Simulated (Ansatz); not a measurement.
Ga3Se under changes of volume

One of the cells (21.771 Å³/atom); the others are scaled copies at fixed shape and fractional positions:

```
Se Ga
1.0
     4.43246    0.00000    0.00000
     0.00000    4.43246    0.00000
     0.00000    0.00000    4.43246
Se Ga
1 3
Direct
  0.00000 0.00000 0.00000
  0.50000 0.50000 0.00000
  0.50000 0.00000 0.50000
  0.00000 0.50000 0.50000
```

The cell comes from a database or a generator and needn't be the stable form of this composition.

| Quantity | Value |
| --- | --- |
| Program | Ansatz 0.2.0 |
| Functional | LDA |
| Potentials or basis | Ansatz PAW |
| Cutoff | 420 eV (not typed: the program's choice for these potentials) |
| k mesh | 6 × 6 × 6 |
| Occupations | fermi-dirac, width 0.05 eV |
| Spin | no spin polarisation |

```csv
volume (Å³/atom),energy over the lowest point (meV/atom),pressure (GPa)
20.465,0.00,-2.8
20.900,8.71,-3.6
21.335,19.55,-4.3
21.771,32.25,-4.9
22.206,46.53,-5.5
22.642,62.16,-6.0
23.077,?,?
```

What does the run at 23.077 Å³/atom give?

Energy over the lowest point 78.95 meV/atom; pressure -6.4 GPa.

Worked out: A Birch-Murnaghan fit of order 3 (a polynomial in V^(-2/3)) to the other rows has no minimum within the range. It gives 78.92 meV/atom at 23.077 Å³/atom, against the run's 78.95, and -dE/dV = -6.4 GPa, against -6.4.

Energies are extrapolated to zero smearing.

Caveats: the PAW data sets come from PBE, with cores solved anew for the run's functional, which leaves a small shift of forces and pressure.
